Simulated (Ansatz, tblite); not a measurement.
# Ge26H34 off rod (Ge₂₅SbH₃₄): rung by rung

How do method and basis change the picture of Ge26H34 off rod (Ge₂₅SbH₃₄) (doublet)?

The runs use Ansatz 0.2.0, Gaussian basis; as each input shows.

Levels to be run: GFN1-xTB, PBE-D4/def2-SVP, r2SCAN-D4/def2-SVP, r2SCAN0-D4/def2-SVP.

2 further runs of the same task are left out: 1 for a known fault of the program, 1 set aside as unsound or not needed. Runs told in other sessions of the task aren't counted.

## 1. The geometry

The doublet was relaxed beforehand with r2SCAN-D4/def2-SVP.

60 atoms, charge 0, spin multiplicity 2.

Bond lengths: Ge1–Ge13 2.431 Å, Ge1–Ge17 2.445 Å, Ge1–H27 1.545 Å, Ge1–H28 1.539 Å, Ge2–Ge16 2.431 Å, Ge2–Ge18 2.430 Å, Ge2–H29 1.543 Å, Ge2–H30 1.539 Å, Ge3–Ge14 2.433 Å, Ge3–Ge19 2.428 Å, Ge3–Ge20 2.432 Å, Ge3–H31 1.547 Å, Ge4–Ge16 2.438 Å, Ge4–Ge19 2.431 Å, Ge4–Ge21 2.435 Å, Ge4–H32 1.547 Å, Ge5–Ge13 2.431 Å, Ge5–Ge14 2.440 Å and more. Angles: Ge13–Ge1–Ge17 116.3°, Ge13–Ge1–H27 108.1°, Ge13–Ge1–H28 107.9°, Ge17–Ge1–H27 106.8°, Ge17–Ge1–H28 110.3°, H27–Ge1–H28 107.1°, Ge16–Ge2–Ge18 108.3°, Ge16–Ge2–H29 108.0°, Ge16–Ge2–H30 111.8°, Ge18–Ge2–H29 109.2°, Ge18–Ge2–H30 111.5°, H29–Ge2–H30 108.0°, Ge14–Ge3–Ge19 108.6°, Ge14–Ge3–Ge20 110.9°, Ge14–Ge3–H31 108.9°, Ge19–Ge3–Ge20 109.1°, Ge19–Ge3–H31 109.5°, Ge20–Ge3–H31 109.9° and more.

Sb takes a core potential in the def2 sets. No spin-orbit coupling is included.

PBE0-D4/def2-SVP was run before; its log isn't repeated, and its numbers join the tables.

## 2. GFN1-xTB

Tight binding, by tblite at 300 K electronic temperature and without a spin-polarisation term:

```python
tblite.interface.Calculator('GFN1-xTB', numbers, positions, charge=0, uhf=1).singlepoint()
```

Energy -1714.0026 eV; 0.92 s.

## 3. PBE-D4/def2-SVP

start.molden holds the orbitals of an earlier run on this state, given as this run's starting guess.

in.yaml reads:

```yaml
crystal:
  periodic: [false, false, false]
  atoms:
    - {symbol: Ge, position_ang: [-2.286277, -3.399404, 1.468595]}
    - {symbol: Ge, position_ang: [1.024018, -3.736390, -1.414668]}
    - {symbol: Ge, position_ang: [-1.519123, 1.780076, -4.672679]}
    - {symbol: Ge, position_ang: [1.103577, -1.176302, -4.390387]}
    - {symbol: Ge, position_ang: [-1.843480, -0.851166, -1.647739]}
    - {symbol: Ge, position_ang: [-2.394867, 1.443677, 2.052767]}
    - {symbol: Ge, position_ang: [0.928847, -0.806830, 1.309473]}
    - {symbol: Ge, position_ang: [1.308990, 1.816167, -1.849530]}
    - {symbol: Ge, position_ang: [-1.484414, -1.310717, 4.623960]}
    - {symbol: Ge, position_ang: [0.872882, 1.833439, 4.319845]}
    - {symbol: Ge, position_ang: [3.911207, -1.132127, -1.536394]}
    - {symbol: Ge, position_ang: [3.672151, 2.215042, 1.481483]}
    - {symbol: Ge, position_ang: [-3.400937, -2.061809, -0.227627]}
    - {symbol: Ge, position_ang: [-3.052095, 0.542368, -3.245230]}
    - {symbol: Ge, position_ang: [-3.350824, -0.021673, 3.761107]}
    - {symbol: Ge, position_ang: [-0.372213, -2.371729, -2.862417]}
    - {symbol: Ge, position_ang: [-0.446114, -2.320598, 2.663329]}
    - {symbol: Ge, position_ang: [2.366000, -2.254703, -0.033307]}
    - {symbol: Ge, position_ang: [-0.182076, 0.192976, -5.933549]}
    - {symbol: Ge, position_ang: [-0.042207, 3.186076, -3.347564]}
    - {symbol: Ge, position_ang: [2.641855, 0.209982, -3.109896]}
    - {symbol: Sb, position_ang: [-0.583158, 0.858400, -0.077772]}
    - {symbol: Ge, position_ang: [-0.941080, 3.021098, 3.214975]}
    - {symbol: Ge, position_ang: [2.288623, 0.644010, 2.732522]}
    - {symbol: Ge, position_ang: [2.606088, 3.298086, -0.416695]}
    - {symbol: Ge, position_ang: [0.010948, 0.155794, 5.849650]}
    - {symbol: H, position_ang: [-3.334845, -3.799184, 2.530003]}
    - {symbol: H, position_ang: [-1.799323, -4.698374, 0.801077]}
    - {symbol: H, position_ang: [1.957277, -4.579857, -2.308554]}
    - {symbol: H, position_ang: [0.185622, -4.702137, -0.558420]}
    - {symbol: H, position_ang: [-2.340827, 2.653854, -5.649448]}
    - {symbol: H, position_ang: [1.911717, -2.235400, -5.177287]}
    - {symbol: H, position_ang: [-3.505928, 2.262905, 1.347756]}
    - {symbol: H, position_ang: [-1.977401, -2.464871, 5.527692]}
    - {symbol: H, position_ang: [1.762624, 2.836321, 5.091136]}
    - {symbol: H, position_ang: [4.718299, -2.214599, -2.283561]}
    - {symbol: H, position_ang: [4.906198, -0.248540, -0.760045]}
    - {symbol: H, position_ang: [4.947690, 1.495403, 1.002945]}
    - {symbol: H, position_ang: [4.113401, 3.316386, 2.471049]}
    - {symbol: H, position_ang: [-4.262822, -2.993324, -1.107982]}
    - {symbol: H, position_ang: [-4.341563, -1.033710, 0.431752]}
    - {symbol: H, position_ang: [-3.954087, -0.360510, -4.117072]}
    - {symbol: H, position_ang: [-3.965863, 1.511985, -2.464480]}
    - {symbol: H, position_ang: [-4.413481, -0.962966, 3.162051]}
    - {symbol: H, position_ang: [-4.020287, 0.797820, 4.887275]}
    - {symbol: H, position_ang: [-1.305886, -3.281736, -3.700265]}
    - {symbol: H, position_ang: [0.518381, -3.444494, 3.123199]}
    - {symbol: H, position_ang: [3.170532, -3.097211, 0.986019]}
    - {symbol: H, position_ang: [-1.095252, -0.707657, -6.790722]}
    - {symbol: H, position_ang: [0.775999, 0.941800, -6.882762]}
    - {symbol: H, position_ang: [0.855002, 4.015635, -4.292355]}
    - {symbol: H, position_ang: [-0.877599, 4.171186, -2.502429]}
    - {symbol: H, position_ang: [3.598410, 0.943625, -4.082176]}
    - {symbol: H, position_ang: [-0.336006, 4.022516, 2.206924]}
    - {symbol: H, position_ang: [-1.708513, 3.834384, 4.279276]}
    - {symbol: H, position_ang: [3.242026, -0.269433, 3.544999]}
    - {symbol: H, position_ang: [1.627172, 4.359693, 0.127624]}
    - {symbol: H, position_ang: [3.688188, 4.038362, -1.231184]}
    - {symbol: H, position_ang: [-0.759668, 0.808778, 7.015948]}
    - {symbol: H, position_ang: [1.182391, -0.652295, 6.445863]}
basis:
  gaussian: {orbitals: def2-SVP, fitting: {mean_field: def2-universal-jkfit}, initial_orbitals: start.molden}
magnetization: {spin_polarized: true, initial_magnetization: 1}
hamiltonian: {xc: pbe, dispersion: d4}
scf: {omitted_lower_state_checks: [starts]}
output: {forces: true, orbitals: {seedname: orbitals}}
```

Started as:

```bash
$ ansatz run in.yaml --threads 11 --pin off --events-out ev --progress --plain --max-ram 110592MiB --backend cuda --devices 0, --max-vram 75GiB
```

The runs that follow: r2SCAN-D4/def2-SVP; r2SCAN0-D4/def2-SVP.

Q: Predict the results of all the runs planned. Wanted: gap in def2-SVP, named functionals, smallest and largest; binding an atom, functionals in def2-SVP; ⟨S²⟩ in def2-SVP, named functionals, smallest and largest.

As calculated:

```
                                                 quantity                                   value
 gap in def2-SVP, named functionals, smallest and largest  0.43 eV (PBE-D4), 2.09 eV (r2SCAN0-D4)
                 binding an atom, functionals in def2-SVP   2.90 (PBE0-D4) to 2.92 eV (r2SCAN-D4)
⟨S²⟩ in def2-SVP, named functionals, smallest and largest                            0.753, 0.769
```

Over the named functionals in def2-SVP the gap runs from 0.43 eV (PBE-D4) to 2.09 eV (r2SCAN0-D4); exact exchange widens it. Over the named functionals in def2-SVP spin contamination reaches 0.02 (r2SCAN0-D4), which is small.
